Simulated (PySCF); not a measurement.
# C5H8O3: the cost of one run

Computed with PySCF 2.14.0 and routines of our own; the level stands in each step. Atoms count from 0.

## Step 1: The starting structure

16 atoms, charge 0, multiplicity 1; geometry from: GFN2-xTB.

## Step 2: Magnetic properties: GIAO BHandHLYP/pcSseg-1

What the job is given:

```
{"job": {"kind": "mag", "xc": "BHandHLYP", "basis": "pcSseg-1", "isotopologues": 2}, "charge": 0, "multiplicity": 1}
C      2.230803     0.130513    -0.630217
O      0.934359     0.605868    -0.332852
C      0.314378    -0.059013     0.723571
O      0.015051    -1.400380     0.361715
C     -1.325581    -1.470001     0.105377
C     -2.007428    -0.382876     0.425508
C     -1.052101     0.640457     1.001161
O     -1.137657     1.923297     0.461737
H      2.901357     0.276595     0.223700
H      2.579341     0.714687    -1.478759
H      2.206518    -0.930504    -0.892071
H      0.979792    -0.096098     1.599581
H     -1.652854    -2.407763    -0.304648
H     -3.057321    -0.207792     0.320987
H     -1.219245     0.760352     2.078977
H     -0.717012     1.911602    -0.407696
```

Level: GIAO BHandHLYP/pcSseg-1 magnetisability, rotational g tensor and spin-rotation constants, non-relativistic, gas phase.

Command:

```
$ OMP_NUM_THREADS=1 python excited_run.py task.json out
```

One launch serves the whole session: the jobs run in the order shown.

Q: Estimate the wall time and peak memory of this first job on 1 thread of Arm Neoverse V1, shared host.

About 26 s, with a peak of 0.92 GiB.
